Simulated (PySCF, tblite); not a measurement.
# C2H7FOSi2: dynamics, then NMR shifts on frames, part 2 of 2

tblite 0.8.0 and PySCF 2.14.0. Atoms count from 0. The steps go on from the part before.

### 5 Nuclear shieldings: 625 fs, PBE0/pcSseg-1

The job: settings as JSON, then the geometry in Å.

```
{"job": {"kind": "nmr", "xc": "PBE0", "basis": "pcSseg-1", "pop": false}, "charge": 0, "multiplicity": 1}
F      0.653300    -1.909100     0.814000
C      0.491700    -0.712400     0.082400
C      0.552500     0.303600     1.169900
Si    -1.407500     0.501600     1.790500
O     -2.066500    -0.301800     0.595800
Si    -1.302700    -0.962300    -0.620000
H      1.346300    -0.632600    -0.626800
H      1.223700     0.069200     2.083900
H      0.954100     1.262000     0.675700
H     -1.345000    -0.106600     3.055500
H     -2.047900     1.817100     1.550600
H     -1.597300    -0.154800    -1.805100
H     -1.628100    -2.274700    -0.737800
```

Method: GIAO PBE0/pcSseg-1 NMR shielding, non-relativistic, gas phase.

Log:

```text
coarse grid: 11936 points
cycle   1  E = -833.7475079550  dE =  7.537e-01  |g| = 8.854e-01  |ddm| = 3.282e+00
cycle   2  E = -833.5394117548  dE =  2.081e-01  |g| = 1.394e+00  |ddm| = 1.774e+00
cycle   3  E = -833.8814341016  dE = -3.420e-01  |g| = 9.670e-02  |ddm| = 1.234e+00
cycle   4  E = -833.8827292270  dE = -1.295e-03  |g| = 5.996e-02  |ddm| = 1.347e-01
cycle   5  E = -833.8835664938  dE = -8.373e-04  |g| = 6.863e-03  |ddm| = 5.478e-02
cycle   6  E = -833.8835752935  dE = -8.800e-06  |g| = 1.298e-03  |ddm| = 8.099e-03
final grid: 106688 points
cycle   7  E = -833.9355834556  dE = -1.711e-05  |g| = 9.645e-03  |ddm| = 1.822e-02
cycle   8  E = -833.9355574601  dE =  2.600e-05  |g| = 1.515e-02  |ddm| = 1.749e-02
cycle   9  E = -833.9356014206  dE = -4.396e-05  |g| = 6.335e-04  |ddm| = 1.067e-02
cycle  10  E = -833.9356014907  dE = -7.005e-08  |g| = 2.169e-04  |ddm| = 8.872e-04
cycle  11  E = -833.9356015002  dE = -9.528e-09  |g| = 5.682e-05  |ddm| = 2.451e-04
cycle  12  E = -833.9356015009  dE = -7.158e-10  |g| = 1.373e-05  |ddm| = 6.527e-05
converged SCF energy = -833.9356015009

GIAO shielding tensors (ppm)
atom      isotropic    diamagn.    paramagn.     s11        s22        s33       span
  0 F      380.400     476.046     -95.645    309.160    365.879    466.161    157.001
  1 C       93.705     249.404    -155.699     60.485     69.358    151.273     90.788
  2 C      153.265     251.973     -98.708    130.983    154.413    174.400     43.417
  3 Si     351.431     879.684    -528.253    275.270    346.478    432.545    157.276
  4 O      311.974     399.366     -87.392    236.748    335.891    363.283    126.535
  5 Si     351.310     880.556    -529.247    286.803    348.601    418.525    131.722
  6 H       25.938      30.291      -4.353     22.383     25.884     29.547      7.164
  7 H       28.145      29.163      -1.018     24.936     25.752     33.749      8.813
  8 H       28.886      30.205      -1.319     24.876     26.136     35.644     10.768
  9 H       26.434      29.571      -3.137     22.802     24.304     32.195      9.393
 10 H       25.967      28.486      -2.519     21.918     23.827     32.156     10.238
 11 H       26.657      29.609      -2.952     22.912     24.549     32.511      9.600
 12 H       27.844      30.973      -3.129     24.418     25.245     33.868      9.449
```

Wall time 11 s (1 thread of Arm Neoverse V2, shared host); peak memory 0.74 GiB.

Key values: δ C1 93.2, C2 33.7, F0 -209.5, Si5 -2.2, H6 5.78, H10 5.75 ppm.

### 6 Shielding tensors: 800 fs, PBE0/pcSseg-1

The job: settings as JSON, then the geometry in Å.

```
{"job": {"kind": "nmr", "xc": "PBE0", "basis": "pcSseg-1", "pop": false}, "charge": 0, "multiplicity": 1}
F      0.786700    -1.732300     0.333000
C      0.396300    -0.345400     0.199200
C      0.128000     0.251800     1.535400
Si    -1.769100     0.148600     1.814200
O     -2.231300    -0.345900     0.324100
Si    -1.232600    -0.316800    -0.890400
H      1.235200     0.104500    -0.402700
H      0.675100    -0.218600     2.295200
H      0.543600     1.200200     1.515000
H     -2.151500    -0.878900     2.826100
H     -2.298000     1.531100     1.832700
H     -1.192600     0.937500    -1.710100
H     -1.379700    -1.527200    -1.557600
```

With the program's defaults for keys left out, this is: GIAO PBE0/pcSseg-1 NMR shielding, non-relativistic, gas phase.

Log:

```text
coarse grid: 11936 points
cycle   1  E = -833.7547897409  dE =  7.797e-01  |g| = 9.056e-01  |ddm| = 3.311e+00
cycle   2  E = -833.5247277207  dE =  2.301e-01  |g| = 1.448e+00  |ddm| = 1.843e+00
cycle   3  E = -833.8969473849  dE = -3.722e-01  |g| = 1.211e-01  |ddm| = 1.295e+00
cycle   4  E = -833.8995911949  dE = -2.644e-03  |g| = 5.564e-02  |ddm| = 1.478e-01
cycle   5  E = -833.9002810522  dE = -6.899e-04  |g| = 6.874e-03  |ddm| = 4.923e-02
cycle   6  E = -833.9002892521  dE = -8.200e-06  |g| = 1.875e-03  |ddm| = 8.524e-03
final grid: 106688 points
cycle   7  E = -833.9520681334  dE = -2.144e-05  |g| = 9.548e-03  |ddm| = 1.939e-02
cycle   8  E = -833.9520438189  dE =  2.431e-05  |g| = 1.479e-02  |ddm| = 1.736e-02
cycle   9  E = -833.9520859208  dE = -4.210e-05  |g| = 9.554e-04  |ddm| = 1.060e-02
cycle  10  E = -833.9520860774  dE = -1.566e-07  |g| = 2.545e-04  |ddm| = 1.078e-03
cycle  11  E = -833.9520860903  dE = -1.289e-08  |g| = 4.248e-05  |ddm| = 2.586e-04
cycle  12  E = -833.9520860907  dE = -3.693e-10  |g| = 1.030e-05  |ddm| = 5.827e-05
converged SCF energy = -833.9520860907

GIAO shielding tensors (ppm)
atom      isotropic    diamagn.    paramagn.     s11        s22        s33       span
  0 F      381.917     475.713     -93.796    305.441    374.981    465.329    159.888
  1 C       85.709     250.553    -164.844     39.973     67.652    149.504    109.531
  2 C      176.757     254.199     -77.443    156.794    174.594    198.881     42.087
  3 Si     347.325     879.030    -531.705    269.120    353.825    419.030    149.911
  4 O      301.944     398.568     -96.625    228.614    326.039    351.178    122.564
  5 Si     355.944     881.032    -525.088    298.573    344.622    424.637    126.064
  6 H       25.768      31.314      -5.546     22.299     25.967     29.040      6.741
  7 H       31.361      31.741      -0.380     27.466     28.546     38.073     10.607
  8 H       31.723      33.255      -1.532     26.601     28.822     39.747     13.146
  9 H       25.825      27.344      -1.519     22.254     23.786     31.434      9.180
 10 H       26.113      27.975      -1.862     22.291     23.996     32.052      9.761
 11 H       26.307      29.375      -3.068     22.816     24.153     31.951      9.135
 12 H       27.185      30.934      -3.749     23.725     24.842     32.988      9.263
```

Wall time 12 s (1 thread of Arm Neoverse V2, shared host); peak memory 0.74 GiB.

This run: δ C1 101.2, C2 10.2, F0 -211.0, Si3 1.8, H6 5.95, H9 5.89 ppm.

### 7 Nuclear shieldings: 1000 fs, PBE0/pcSseg-1

The job: settings as JSON, then the geometry in Å.

```
{"job": {"kind": "nmr", "xc": "PBE0", "basis": "pcSseg-1", "pop": false}, "charge": 0, "multiplicity": 1}
F      1.181400    -1.294200    -0.032300
C      0.150000    -0.335500     0.358400
C     -0.198200    -0.540200     1.903700
Si    -2.192400    -0.807300     1.823200
O     -2.585900    -0.402400     0.309900
Si    -1.389900    -0.514900    -0.830100
H      0.643100     0.618400     0.248600
H      0.425600    -1.428700     2.189300
H      0.054900     0.235400     2.614000
H     -2.718300    -2.181300     1.963800
H     -2.791300     0.077700     2.721800
H     -1.430800     0.611300    -1.740600
H     -1.406900    -1.777900    -1.495500
```

Method: GIAO PBE0/pcSseg-1 NMR shielding, non-relativistic, gas phase.

Log:

```text
coarse grid: 11936 points
cycle   1  E = -833.7710871592  dE =  5.157e-01  |g| = 8.741e-01  |ddm| = 3.258e+00
cycle   2  E = -833.5285605465  dE =  2.425e-01  |g| = 1.451e+00  |ddm| = 1.672e+00
cycle   3  E = -833.9017308115  dE = -3.732e-01  |g| = 1.133e-01  |ddm| = 1.195e+00
cycle   4  E = -833.9039646676  dE = -2.234e-03  |g| = 5.941e-02  |ddm| = 1.442e-01
cycle   5  E = -833.9047166112  dE = -7.519e-04  |g| = 8.321e-03  |ddm| = 4.835e-02
cycle   6  E = -833.9047262232  dE = -9.612e-06  |g| = 3.758e-03  |ddm| = 7.430e-03
cycle   7  E = -833.9047289317  dE = -2.708e-06  |g| = 7.869e-04  |ddm| = 3.080e-03
final grid: 106688 points
cycle   8  E = -833.9563145874  dE = -1.584e-05  |g| = 9.649e-03  |ddm| = 1.804e-02
cycle   9  E = -833.9562853395  dE =  2.925e-05  |g| = 1.574e-02  |ddm| = 1.731e-02
cycle  10  E = -833.9563331809  dE = -4.784e-05  |g| = 7.593e-04  |ddm| = 1.057e-02
cycle  11  E = -833.9563332802  dE = -9.930e-08  |g| = 2.551e-04  |ddm| = 8.381e-04
cycle  12  E = -833.9563332948  dE = -1.457e-08  |g| = 6.072e-05  |ddm| = 2.634e-04
cycle  13  E = -833.9563332952  dE = -4.870e-10  |g| = 3.038e-05  |ddm| = 5.163e-05
converged SCF energy = -833.9563332952

GIAO shielding tensors (ppm)
atom      isotropic    diamagn.    paramagn.     s11        s22        s33       span
  0 F      389.727     475.439     -85.712    291.676    418.348    459.155    167.479
  1 C       87.559     250.918    -163.359     33.661     65.005    164.010    130.349
  2 C      157.592     252.800     -95.208    127.376    159.046    186.355     58.979
  3 Si     353.130     878.243    -525.113    281.043    349.538    428.810    147.767
  4 O      297.724     397.941    -100.216    216.749    306.543    369.881    153.132
  5 Si     353.609     879.930    -526.321    313.023    328.254    419.549    106.526
  6 H       25.956      33.279      -7.323     23.054     26.468     28.347      5.294
  7 H       28.958      29.090      -0.133     25.208     27.513     34.153      8.945
  8 H       29.470      31.061      -1.590     25.745     27.006     35.660      9.915
  9 H       26.178      27.078      -0.899     22.528     24.122     31.884      9.355
 10 H       27.204      28.648      -1.444     23.412     25.099     33.101      9.689
 11 H       26.734      29.626      -2.892     23.203     24.684     32.314      9.111
 12 H       26.965      29.782      -2.817     23.921     24.987     31.986      8.065
```

Run time: 12 s. Hardware: 1 thread of Arm Neoverse V2, shared host; peak memory 0.73 GiB.

This run: δ C1 99.4, C2 29.3, F0 -218.8, Si3 -4.0, H6 5.76, H9 5.54 ppm.

### 8 Comparing the runs: NMR shifts

Shifts (ppm) of some atoms, chosen among heavy atoms and hydrogens apart, with basis size and wall time:

```tsv
frame	C1	C2	H8	H7	F0	Si3	O4	functions	time
250 fs	100.0	19.6	1.55	0.67	-236.0	10.0	26.0	151	16 s
425 fs	97.3	34.1	2.22	1.51	-226.5	1.6	37.3	151	11 s
625 fs	93.2	33.7	2.83	3.57	-209.5	-2.3	24.1	151	11 s
800 fs	101.2	10.2	-0.01	0.36	-211.0	1.8	34.1	151	12 s
1000 fs	99.4	29.3	2.25	2.76	-218.8	-4.0	38.4	151	12 s
```

### 9 Outcome

The summary covers parts 1 to 2.

| quantity | value |
| --- | --- |
| thermostat | 400 K |
| mean temperature, second half | 450 K |
| mean potential energy above the minimum | 0.67 eV |
| ¹³C shifts against TMS (PBE0/pcSseg-1, 250 fs) | 100.0, 19.6 ppm |
| ¹H shifts against TMS (PBE0/pcSseg-1, 250 fs) | 6.26, 5.86, 5.49, 5.25, 5.25, 1.55, 0.67 ppm |
| ¹⁹F shifts against CFCl3 (PBE0/pcSseg-1, 250 fs) | -236.0 ppm |
| ²⁹Si shifts against TMS (PBE0/pcSseg-1, 250 fs) | 10.0, -9.4 ppm |
| ¹⁷O shifts against H2O (PBE0/pcSseg-1, 250 fs) | 26.0 ppm |
| surface potential, 1st and 99th percentile | -1.20 V and 1.87 V |
| range of the shift of F0 | -236.0 to -209.5 ppm |

In the second half the potential energy averages 0.67 eV above the minimum; equipartition over 33 harmonic modes at 400 K would give 0.57 eV. With 13 atoms the temperature swings widely (164 to 620 K). Shifts at one fixed geometry are not the observed spectrum, which averages over the motion. In ppm, F0 moves most: its shift spreads over 26.5 ppm, from -236.0 (250 fs) to -209.5 (625 fs).
